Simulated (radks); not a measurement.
# Cl⁺ in [Ne] 3s2 3p4: an all-electron calculation

One table from this session's results is given with a row withheld; the runs are named, their logs left out.

Program: radks (a radial shooting solver on a logarithmic mesh, Libxc functionals) version 1. Level of theory: non-relativistic Kohn-Sham, r2SCAN, spin-polarised, spherical densities, point nucleus; open shells are filled with parallel spins first. These are calculated values, not measurements, unless marked.

## What is computed

| Quantity | Value |
| --- | --- |
| element | chlorine (Z = 17) |
| charge | +1 |
| electrons | 16 |
| configuration | [Ne] 3s2 3p4 |

Outer shells as boxes (Hund's rule):

Cl⁺
```
[Ne] core
3s [↑↓]
3p [↑↓][↑ ][↑ ]
```

Set-up of the first run:

The run's settings:

```text
Z 17
configuration [Ne] 3s2 3p4 4s0 3d0
relativity non-relativistic
functional r2scan,r2scan
spin polarised
nucleus point
```

Started as:

```sh
> python run_ks.py task.json out
```

All runs below come from this command, one after another.

One of the session's tables, all rows but one given; the rest of the session is left out.

It belongs to the step «Shells». Sizes of the orbitals, from the radial functions (bohr):

| level | <r> | outermost maximum (interpolated) | 90 % within | nodes |
| --- | --- | --- | --- | --- |
| 1s up | 0.09143 | 0.0599 | 0.163 | 0 |
| 1s down | 0.09141 | 0.0599 | 0.163 | 0 |
| 2s up | ? | ? | ? | ? |
| 2s down | 0.4445 | 0.363 | 0.694 | 1 |
| 2p up | 0.4067 | 0.302 | 0.674 | 0 |
| 2p down | 0.4068 | 0.303 | 0.674 | 0 |
| 3s up | 1.495 | 1.27 | 2.25 | 2 |
| 3s down | 1.514 | 1.28 | 2.29 | 2 |
| 3p up | 1.687 | 1.39 | 2.60 | 1 |
| 3p down | 1.730 | 1.40 | 2.69 | 1 |

Q: Estimate the row for 2s up from the others.

**Answer.** <r>: 0.4444; outermost maximum (interpolated): 0.363; 90 % within: 0.694; nodes: 1. In the column «<r>» it lies between 2p down (0.4068) and 2s down (0.4445).

Limits of these values: Open shells are spherical and high-spin; term and fine-structure splittings are not resolved.
